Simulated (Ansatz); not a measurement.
# CH6O3Si: small, medium and large basis sets

How large a basis does CH6O3Si need? Two functionals are run in growing sets.

Program: Ansatz 0.2.0, Gaussian basis. Level of theory: one geometry, several basis sets. These are calculated values, not measurements.

Levels to be run: PBE0-D4/def2-SVP; ωB97M-V/def2-SVP; PBE0-D4/def2-QZVPP; ωB97M-V/def2-QZVPP; the functionals' def2-TZVPP values are taken from earlier runs.

### Step 1. The geometry

An earlier PBE0-D4 in a triple-zeta def2 set relaxation fixed the geometry.

11 atoms, charge 0, spin multiplicity 1.

Atoms are counted from 1 here; the program's logs count them from 0.

Bond lengths: C1–O2 1.410 Å, C1–H6 1.096 Å, C1–H7 1.094 Å, C1–H8 1.091 Å, O2–Si3 1.636 Å, Si3–O4 1.631 Å, Si3–O5 1.634 Å, Si3–H9 1.477 Å, O4–H10 0.959 Å, O5–H11 0.958 Å. Angles: O2–C1–H6 111.7°, O2–C1–H7 111.1°, O2–C1–H8 108.4°, H6–C1–H7 108.5°, H6–C1–H8 108.4°, H7–C1–H8 108.7°, C1–O2–Si3 123.8°, O2–Si3–O4 114.3°, O2–Si3–O5 105.6°, O2–Si3–H9 109.6°, O4–Si3–O5 108.9°, O4–Si3–H9 104.7°, O5–Si3–H9 114.0°, Si3–O4–H10 117.5°, Si3–O5–H11 116.4°.

### Step 2. PBE0-D4 in def2-SVP

in.yaml reads:

```yaml
crystal:
  periodic: [false, false, false]
  atoms:
    - {symbol: C, position_ang: [-0.301506, 1.515328, -0.811847]}
    - {symbol: O, position_ang: [0.479682, 0.655520, -0.012753]}
    - {symbol: Si, position_ang: [0.176614, -0.941087, 0.172953]}
    - {symbol: O, position_ang: [-1.223978, -1.273887, 0.939212]}
    - {symbol: O, position_ang: [1.417570, -1.522998, 1.061724]}
    - {symbol: H, position_ang: [-0.474046, 1.094997, -1.809173]}
    - {symbol: H, position_ang: [-1.271668, 1.713692, -0.345724]}
    - {symbol: H, position_ang: [0.232571, 2.460261, -0.923363]}
    - {symbol: H, position_ang: [0.038494, -1.577214, -1.152625]}
    - {symbol: H, position_ang: [-1.249759, -1.145710, 1.889111]}
    - {symbol: H, position_ang: [2.241423, -1.035900, 1.012987]}
basis:
  gaussian: {orbitals: def2-SVP}
hamiltonian: {xc: pbe0, dispersion: d4}
output: {orbitals: {seedname: orbitals}}
```

After this run come: ωB97M-V in def2-SVP; PBE0-D4 in def2-QZVPP; ωB97M-V in def2-QZVPP.

Before running them: what should the planned runs give, taken together? Wanted: PBE0-D4: double and triple zeta above quadruple; ωB97M-V: double and triple zeta above quadruple.

**Answer**, as computed:

| quantity | value |
| --- | --- |
| PBE0-D4: double and triple zeta above quadruple | 12.87, 0.72 eV |
| ωB97M-V: double and triple zeta above quadruple | 13.08, 0.68 eV |

**Reading.** For PBE0-D4 the step from double to triple zeta gains 12.15 eV and the next only 0.72 eV. These are total energies; as a rule much of such shifts cancels in differences, which this series doesn't test. The LUMO of ωB97M-V is positive and keeps falling with the basis (3.28 to 1.68 eV): an unbound level that the basis holds in place.
